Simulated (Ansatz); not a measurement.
**C₂H₅BO₃: how energies converge with the basis set**

How large a basis does C₂H₅BO₃ need? Two functionals are run in growing sets.

Program: Ansatz 0.2.0, Gaussian basis. Level of theory: one geometry, several basis sets. These are calculated values, not measurements.

Levels to be run: PBE0-D4/def2-SVP; ωB97M-V/def2-SVP; PBE0-D4/def2-QZVPP; ωB97M-V/def2-QZVPP; the functionals' def2-TZVPP values are taken from earlier runs.

## Step 1: The relaxed structure

The geometry comes from an earlier relaxation with PBE0-D4 in a triple-zeta def2 set; it is a stationary point, not always the lowest conformer.

SMILES `C=COB(O)O`, 11 atoms, charge 0, spin multiplicity 1.

Atoms are counted from 1 here; the program's logs count them from 0.

Bond lengths: C1–C2 1.322 Å, C1–H7 1.081 Å, C1–H8 1.083 Å, C2–O3 1.361 Å, C2–H9 1.085 Å, O3–B4 1.373 Å, B4–O5 1.363 Å, B4–O6 1.361 Å, O5–H10 0.960 Å, O6–H11 0.960 Å. Angles: C2–C1–H7 119.6°, C2–C1–H8 121.6°, H7–C1–H8 118.9°, C1–C2–O3 121.7°, C1–C2–H9 123.1°, O3–C2–H9 115.2°, C2–O3–B4 122.4°, O3–B4–O5 118.9°, O3–B4–O6 120.6°, O5–B4–O6 120.5°, B4–O5–H10 112.4°, B4–O6–H11 112.1°.

## Step 2: PBE0-D4 in def2-SVP

File in.yaml:

```yaml
crystal:
  periodic: [false, false, false]
  atoms:
    - {symbol: C, position_ang: [-1.316555, -1.463266, 1.187325]}
    - {symbol: C, position_ang: [-0.691444, -0.818641, 0.216464]}
    - {symbol: O, position_ang: [0.154315, 0.215876, 0.473378]}
    - {symbol: B, position_ang: [0.806444, 0.897535, -0.523615]}
    - {symbol: O, position_ang: [1.638892, 1.922465, -0.184814]}
    - {symbol: O, position_ang: [0.625872, 0.556995, -1.828785]}
    - {symbol: H, position_ang: [-1.980669, -2.280442, 0.943911]}
    - {symbol: H, position_ang: [-1.180047, -1.192514, 2.226780]}
    - {symbol: H, position_ang: [-0.809559, -1.068246, -0.833271]}
    - {symbol: H, position_ang: [1.679502, 2.061618, 0.764055]}
    - {symbol: H, position_ang: [1.138648, 1.111420, -2.420728]}
basis:
  gaussian: {orbitals: def2-SVP}
hamiltonian: {xc: pbe0, dispersion: d4}
output: {orbitals: {seedname: orbitals}}
```

On the command line:

```
$ ansatz run in.yaml --threads 4 --pin off --events-out ev --progress --plain --max-ram 10444MiB
```

Further steps of the session: ωB97M-V in def2-SVP; PBE0-D4 in def2-QZVPP; ωB97M-V in def2-QZVPP.

Before running them: what should the planned runs give, taken together? Wanted: PBE0-D4: double and triple zeta above quadruple; ωB97M-V: double and triple zeta above quadruple.

**Answer**, as computed:

| quantity | value |
| --- | --- |
| PBE0-D4: double and triple zeta above quadruple | 10.96, 0.51 eV |
| ωB97M-V: double and triple zeta above quadruple | 11.23, 0.48 eV |

For PBE0-D4 the step from double to triple zeta gains 10.45 eV and the next only 0.51 eV. Total energies overstate the basis error of differences, where much of it tends to cancel. The LUMO of ωB97M-V is positive and keeps falling with the basis (3.12 to 1.60 eV): an unbound level that the basis holds in place.
